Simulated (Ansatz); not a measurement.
# Hf2Ti7Si2Sn5: the cost of one run

All numbers below are computed with Ansatz 0.2.0 (DFT PBE, scalar-relativistic, plane waves, PAW).

## Step 1: The structure to begin with

The cell holds 16 atoms (Hf2Si2Sn5Ti7): a = 6.952 Å, b = 7.294 Å, c = 7.144 Å, α = 91.57°, β = 88.17°, γ = 91.56°.

It is the last frame of an earlier stage of the same melt, run at 2220 K.

Structure file:

```
CELL_PARAMETERS angstrom
6.95028 -0.09608 0.11174
-0.09608 7.29285 -0.09795
0.11174 -0.09795 7.14202
ATOMIC_POSITIONS crystal
Ti 0.50516 0.08153 0.01824
Ti 0.27767 0.57615 0.78791
Ti 0.99613 0.12691 0.54841
Ti 0.90404 0.06202 0.20621
Ti 0.76196 0.31459 0.79646
Ti 0.27408 0.39654 0.27030
Ti 0.25386 0.84442 0.41832
Sn 0.42282 0.20626 0.64420
Sn 0.70241 0.38593 0.32028
Sn 0.04376 0.68269 0.11330
Sn 0.65901 0.87008 0.49971
Sn 0.54421 0.67320 0.06456
Hf 0.93270 0.60088 0.57382
Hf 0.78198 0.94020 0.85667
Si 0.16737 0.88834 0.75565
Si 0.10607 0.20105 0.94146
```

## Step 2: A single point on the frame at 2220 K

The electrons keep the Fermi-Dirac width of that temperature.

Input file input.yaml:

```yaml
crystal:
  lattice:
    - [6.950275, -0.096084, 0.111744]
    - [-0.096084, 7.292848, -0.097947]
    - [0.111744, -0.097947, 7.142018]
  atoms:
    - { symbol: Ti, position: [0.5051616913, 0.0815309435, 0.0182408526] }
    - { symbol: Ti, position: [0.2776665778, 0.5761463155, 0.787906634] }
    - { symbol: Ti, position: [0.9961336722, 0.1269066714, 0.5484123537] }
    - { symbol: Ti, position: [0.9040439905, 0.06202086, 0.2062062026] }
    - { symbol: Ti, position: [0.7619631024, 0.3145872165, 0.7964639902] }
    - { symbol: Ti, position: [0.2740780166, 0.3965360532, 0.2702952481] }
    - { symbol: Ti, position: [0.253855467, 0.8444235087, 0.4183214098] }
    - { symbol: Sn, position: [0.4228170071, 0.2062610513, 0.6441997728] }
    - { symbol: Sn, position: [0.7024103722, 0.3859332051, 0.3202756057] }
    - { symbol: Sn, position: [0.0437609348, 0.6826915256, 0.1132963066] }
    - { symbol: Sn, position: [0.6590130251, 0.8700793543, 0.4997116135] }
    - { symbol: Sn, position: [0.5442119045, 0.6731972058, 0.0645649436] }
    - { symbol: Hf, position: [0.9326952238, 0.6008776107, 0.5738208043] }
    - { symbol: Hf, position: [0.7819844852, 0.9401968051, 0.8566726632] }
    - { symbol: Si, position: [0.167367604, 0.8883418819, 0.7556517525] }
    - { symbol: Si, position: [0.1060706362, 0.2010523385, 0.9414639207] }
basis:
  ecutwfc: 420
kpoints:
  mp_grid: { grid: [3, 3, 3] }
hamiltonian:
  xc: pbe
scf:
  occupations: { method: fermi_dirac, width: 0.1913 }
output:
  forces: true
  stress: true
  eigenvalues: true
  populations: true
  write_density: true
  write_potential: true
  elf: true
  volumetric_format: npy
```

On the command line:

```sh
$ ansatz run input.yaml --threads 2 --pin off --max-ram 5120MiB --backend cpu --events-out ev --progress --plain --runs-dir out
```

Q: Estimate wall time and peak memory on 2 threads of Arm Neoverse V1, shared host.

About 93 s, with a peak of 1.2 GiB.
